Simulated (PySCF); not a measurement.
# C4H10N2Si: the cost of one run

Programs: PySCF 2.14.0, with routines of our own; each step states its level. All values are computed. Atoms count from 0.

## (1) The system as given

17 atoms, charge 0, multiplicity 1; geometry from: GFN2-xTB.

## (2) Magnetic properties: GIAO HF/pcSseg-1

Job settings and geometry (Å):

```
{"job": {"kind": "mag", "xc": "HF", "basis": "pcSseg-1", "isotopologues": 2}, "charge": 0, "multiplicity": 1}
C     -2.487217    -0.021962     0.875008
C     -1.123550    -0.045357     0.291723
N     -0.057971     0.021970     0.981646
N      1.041936    -0.038997     0.195816
Si     2.621082     0.238265     0.830611
C      0.671235    -0.123866    -1.221680
C     -0.860589    -0.161294    -1.199527
H     -3.033468    -0.922847     0.595256
H     -3.044374     0.837338     0.500850
H     -2.421419     0.037572     1.957126
H      3.080127     1.612010     0.568709
H      3.509404    -0.685219     0.116273
H      2.504541    -0.028666     2.254505
H      1.113157    -1.024167    -1.656388
H      1.061014     0.745015    -1.759121
H     -1.314508     0.666846    -1.746531
H     -1.266399    -1.094611    -1.594187
```

Method: GIAO HF/pcSseg-1 magnetisability, rotational g tensor and spin-rotation constants, non-relativistic, gas phase.

Launch:

```
$ OMP_NUM_THREADS=1 python excited_run.py task.json out
```

This one command runs all jobs of the session in turn.

**Question.** How long does this first job take on 1 thread of Intel Xeon Platinum 8488C, shared host, and how much memory does it need?

About 15 s, with a peak of 0.81 GiB.
